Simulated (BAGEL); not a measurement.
# CH6BNS (SMILES CNBS) at HF/6-31G(d) (density fitting with qzvpp-jkfit, spherical functions)

Aim: the energy change on altering one bond length of CH6BNS at HF/6-31G* (density fitting with qzvpp-jkfit, spherical functions), from 2 runs. 

Program for the calculation: BAGEL 1.2.2.

6 further runs of the same task are left out: 4 that didn't finish, 2 set aside as unsound or not needed.

**1. The molecule**

The species is CH6BNS (10 atoms), meant as a singlet with charge 0. SMILES: `CNBS`. Geometry: relaxed at PBE0-D4/def2-TZVP. This is one conformer, not always the lowest.

Bond lengths: C1–N2 1.444 Å, N2–B3 1.389 Å, B3–S4 1.820 Å, C1–H5 1.095 Å, C1–H6 1.094 Å, C1–H7 1.090 Å, N2–H8 1.009 Å, B3–H9 1.195 Å, S4–H10 1.339 Å. Some angles: C1–N2–B3 125.8°, N2–B3–S4 119.9°, C1–N2–H8 114.1°, B3–N2–H8 120.1°, N2–C1–H5 111.6°, N2–C1–H6 111.6°, N2–C1–H7 109.1°, N2–B3–H9 119.9°, S4–B3–H9 120.2°, B3–S4–H10 96.2°.

**2. The energy at HF/6-31G(d) (density fitting with qzvpp-jkfit, spherical functions)**

The input, job.json:

```json
{ "bagel": [

{
  "title": "molecule",
  "basis": "6-31gs.json",
  "df_basis": "qzvpp-jkfit",
  "angstrom": true,
  "geometry": [
    { "atom": "C", "xyz": [      -1.419800,       0.603200,      -0.178200 ] },
    { "atom": "N", "xyz": [      -0.346000,      -0.358300,      -0.260500 ] },
    { "atom": "B", "xyz": [       0.946000,      -0.176300,       0.215700 ] },
    { "atom": "S", "xyz": [       2.178200,      -1.501700,       0.025400 ] },
    { "atom": "H", "xyz": [      -1.782500,       0.888900,      -1.170700 ] },
    { "atom": "H", "xyz": [      -2.266900,       0.213800,       0.395100 ] },
    { "atom": "H", "xyz": [      -1.056500,       1.501100,       0.321300 ] },
    { "atom": "H", "xyz": [      -0.601200,      -1.223700,      -0.711100 ] },
    { "atom": "H", "xyz": [       1.244800,       0.850200,       0.748900 ] },
    { "atom": "H", "xyz": [       3.186700,      -0.848400,       0.617000 ] }
  ]
},

{
  "title": "hf"
},

{
  "title": "print",
  "file": "orbitals.molden",
  "orbitals": true
}

]}
```

The basis set 6-31G* is read from a file made from the Basis Set Exchange's data (not shown).

Run with:

```bash
$ BAGEL_NUM_THREADS=1 BAGEL job.json > job.out
```

What it wrote:

```text
* using 1 threads per process

  ===============================================================
  ===============================================================

  *** Geometry ***

  { "atom" : "C", "xyz" : [     -2.683033,      1.139883,     -0.336749 ] },
  { "atom" : "N", "xyz" : [     -0.653845,     -0.677089,     -0.492274 ] },
  { "atom" : "B", "xyz" : [      1.787681,     -0.333159,      0.407614 ] },
  { "atom" : "S", "xyz" : [      4.116201,     -2.837802,      0.047999 ] },
  { "atom" : "H", "xyz" : [     -3.368437,      1.679778,     -2.212302 ] },
  { "atom" : "H", "xyz" : [     -4.283820,      0.404023,      0.746631 ] },
  { "atom" : "H", "xyz" : [     -1.996496,      2.836668,      0.607169 ] },
  { "atom" : "H", "xyz" : [     -1.136103,     -2.312458,     -1.343784 ] },
  { "atom" : "H", "xyz" : [      2.352331,      1.606645,      1.415216 ] },
  { "atom" : "H", "xyz" : [      6.021990,     -1.603244,      1.165961 ] },

  Number of auxiliary basis functions:      463

  Since a DF basis is specified, we compute 2- and 3-index integrals:
    o Being stored without compression. Storage requirement is 0.019 GB

  Number of basis functions:       72
  Number of electrons      :       40

    * METHOD: MOLECULE                             0.18

  *** RHF ***

  === Nuclear Repulsion ===
   143.3830570875

      * DIIS with orbital gradients will be used.

  === RHF iteration (6-31gs.json) ===
      0       -517.91050643          0.01952343           0.04
      1       -518.02524329          0.01059871           0.04
      2       -518.06224969          0.00195480           0.04
      3       -518.06413299          0.00029980           0.04
      4       -518.06418808          0.00008198           0.04
      5       -518.06419540          0.00002314           0.04
      6       -518.06419607          0.00000690           0.04
      7       -518.06419613          0.00000211           0.04
      8       -518.06419614          0.00000070           0.04
      9       -518.06419614          0.00000018           0.04
     10       -518.06419614          0.00000006           0.04
     11       -518.06419614          0.00000002           0.04
     12       -518.06419614          0.00000001           0.04
    * SCF iteration converged.

    * Permanent dipole moment:
           (    0.660804,    -0.425322,     0.020593) a.u.

    * METHOD: HF                                   0.67

    * METHOD: PRINT                                0.01

  ===============================================================
```

Wall time 1 s (1 thread of Arm Neoverse V2, shared host).

**3. The distorted shape**

The input, input.json:

```json
{ "bagel" : [

{
  "title" : "molecule",
  "basis" : "6-31gs.json",
  "df_basis" : "qzvpp-jkfit",
  "angstrom" : true,
  "geometry" : [
    { "atom" : "C", "xyz" : [   -1.365406,    0.560354,   -0.029355 ] },
    { "atom" : "N", "xyz" : [   -0.291606,   -0.401146,   -0.111655 ] },
    { "atom" : "B", "xyz" : [    1.000394,   -0.219146,    0.364545 ] },
    { "atom" : "S", "xyz" : [    2.232594,   -1.544546,    0.174245 ] },
    { "atom" : "H", "xyz" : [   -1.782500,    0.888900,   -1.170700 ] },
    { "atom" : "H", "xyz" : [   -2.212506,    0.170954,    0.543945 ] },
    { "atom" : "H", "xyz" : [   -1.002106,    1.458254,    0.470145 ] },
    { "atom" : "H", "xyz" : [   -0.546806,   -1.266546,   -0.562255 ] },
    { "atom" : "H", "xyz" : [    1.299194,    0.807354,    0.897745 ] },
    { "atom" : "H", "xyz" : [    3.241094,   -0.891246,    0.765845 ] }
  ]
},
{ "title" : "hf" },
{ "title" : "print", "file" : "orbitals.molden", "orbitals" : true }

]}
```

The basis set 6-31G* is read from a file made from the Basis Set Exchange's data (not shown).

Run with:

```bash
$ BAGEL_NUM_THREADS=1 BAGEL input.json > input.out
```

What it wrote:

```text
* using 1 threads per process

  ===============================================================
  ===============================================================

  *** Geometry ***

  { "atom" : "C", "xyz" : [     -2.580243,      1.058916,     -0.055473 ] },
  { "atom" : "N", "xyz" : [     -0.551055,     -0.758056,     -0.210997 ] },
  { "atom" : "B", "xyz" : [      1.890471,     -0.414126,      0.688890 ] },
  { "atom" : "S", "xyz" : [      4.218991,     -2.918769,      0.329275 ] },
  { "atom" : "H", "xyz" : [     -3.368437,      1.679778,     -2.212302 ] },
  { "atom" : "H", "xyz" : [     -4.181030,      0.323056,      1.027907 ] },
  { "atom" : "H", "xyz" : [     -1.893706,      2.755701,      0.888445 ] },
  { "atom" : "H", "xyz" : [     -1.033314,     -2.393425,     -1.062508 ] },
  { "atom" : "H", "xyz" : [      2.455121,      1.525678,      1.696492 ] },
  { "atom" : "H", "xyz" : [      6.124780,     -1.684211,      1.447237 ] },

  Number of auxiliary basis functions:      463

  Since a DF basis is specified, we compute 2- and 3-index integrals:
    o Being stored without compression. Storage requirement is 0.019 GB

  Number of basis functions:       72
  Number of electrons      :       40

    * METHOD: MOLECULE                             0.18

  *** RHF ***

  === Nuclear Repulsion ===
   142.7775157253

      * DIIS with orbital gradients will be used.

  === RHF iteration (6-31gs.json) ===
      0       -517.89534522          0.01956888           0.04
      1       -518.00986167          0.01071324           0.04
      2       -518.04785762          0.00195495           0.04
      3       -518.04976729          0.00029615           0.04
      4       -518.04982099          0.00008273           0.04
      5       -518.04982838          0.00002367           0.04
      6       -518.04982906          0.00000713           0.04
      7       -518.04982912          0.00000225           0.04
      8       -518.04982913          0.00000075           0.04
      9       -518.04982913          0.00000019           0.04
     10       -518.04982913          0.00000006           0.04
     11       -518.04982913          0.00000002           0.04
     12       -518.04982913          0.00000001           0.04
    * SCF iteration converged.

    * Permanent dipole moment:
           (    0.604879,    -0.387452,    -0.050833) a.u.

    * METHOD: HF                                   0.69

    * METHOD: PRINT                                0.01

  ===============================================================
```

Run time: 1.1 s. Hardware: 1 thread of Arm Neoverse V2, shared host.

**4. Results**

Level: HF/6-31G* (density fitting with qzvpp-jkfit, spherical functions).

```
                                                         quantity          value
                                        first shape: total energy  -518.06420 Eh
                                       first shape: dipole moment         2.00 D
                                         first shape: HOMO energy       -9.67 eV
                                         first shape: LUMO energy        4.76 eV
                                       first shape: HOMO–LUMO gap       14.43 eV
                                    distorted shape: total energy  -518.04983 Eh
                                   distorted shape: dipole moment         1.83 D
                                     distorted shape: HOMO energy       -9.68 eV
                                     distorted shape: LUMO energy        4.68 eV
                                   distorted shape: HOMO–LUMO gap       14.36 eV
energy change with the C1–H5 bond stretched from 1.095 to 1.259 Å       0.391 eV
```

In words: With the C1–H5 bond stretched from 1.095 to 1.259 Å the energy rises by 0.39 eV (37.7 kJ/mol). The first shape isn't relaxed at this level, so the change isn't measured from a minimum.
